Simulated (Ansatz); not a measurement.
Geometry optimisation, DFT PBE-D3(BJ), scalar-relativistic, plane waves, PAW (Ansatz 0.2.0).

Input:

```yaml
crystal:
  lattice:
    - [5.9, 0.0, 0.0]
    - [-4.425, 7.664325, 0.0]
    - [0.0, 0.0, 4.6846]
  atoms:
    - { symbol: Ti, position: [0.0, 0.0, 0.0] }
    - { symbol: Ti, position: [0.16666666, 0.22222222, 0.5] }
    - { symbol: Ti, position: [-1.0e-08, 0.33333333, 0.0] }
    - { symbol: Ti, position: [0.16666666, 0.55555554, 0.5] }
    - { symbol: Ti, position: [-1.0e-08, 0.66666665, 0.0] }
    - { symbol: Ti, position: [0.16666665, 0.88888887, 0.5] }
    - { symbol: Ti, position: [0.5, 0.0, 0.0] }
    - { symbol: Ti, position: [0.66666666, 0.22222222, 0.5] }
    - { symbol: Ti, position: [0.49999999, 0.33333333, 0.0] }
    - { symbol: Ti, position: [0.66666666, 0.55555554, 0.5] }
    - { symbol: Ti, position: [0.49999999, 0.66666665, 0.0] }
    - { symbol: Ti, position: [0.66666665, 0.88888887, 0.5] }
    - { symbol: H, position: [0.32662555, 0.77851112, 0.24126716] }
basis:
  ecutwfc: 420.0
kpoints:
  mp_grid: { grid: [3, 2, 4] }
hamiltonian:
  xc: pbe
  dispersion: d3bj
scf:
  occupations: { method: gaussian, width: 0.15 }
  lower_state_search: "off"
relax:
  f_tol: 0.03
  max_steps: 60
  adjacent_minimum: "off"
output:
  write_density: true
  write_potential: true
  elf: true
  volumetric_format: npy
```

Launched with:

```bash
$ ansatz run input.yaml --threads 4 --pin off --max-ram 10240MiB --backend cpu --events-out ev --progress --plain --runs-dir out
```

Q: Where does it end, and by what steps?

A: It converged. The force dipped under the threshold on the way, but the program's further checks kept it going. Limits of this set-up: coarse k mesh, odd electron count without spin. After 3 steps the energy has fallen by 0.053 eV; Ti6 moved furthest, 0.05 Å.

| step | energy less start (eV) | largest force component (eV/Å) | accepted |
| --- | --- | --- | --- |
| 0 | 0.0000 | 0.366 | yes |
| 1 | -0.0123 | 0.414 | yes |
| 2 | -0.0530 | 0.029 | yes |
| 3 | -0.0530 | 0.029 | yes |

```xyz
13
Lattice="5.9000 0.0000 0.0000 -4.4250 7.6643 0.0000 0.0000 0.0000 4.6846" Properties=species:S:1:pos:R:3
Ti -0.003 0.020 -0.003
Ti -0.008 1.700 2.354
Ti -1.482 2.543 -0.011
Ti -1.477 4.223 2.332
Ti -2.983 5.091 -0.011
Ti -2.991 6.833 2.341
Ti 2.946 0.032 0.006
Ti 2.951 1.716 2.348
Ti 1.476 2.558 -0.019
Ti 1.470 4.240 2.339
Ti 0.033 5.090 -0.005
Ti 0.034 6.836 2.351
H -1.488 5.962 1.163
```

Whether the end is a true minimum wasn't checked by a vibrational analysis.

The run took 33 s on 4 threads of Intel(R) Xeon(R) Platinum 8488C (Sapphire Rapids), on a shared host, peak memory 0.92 GiB.
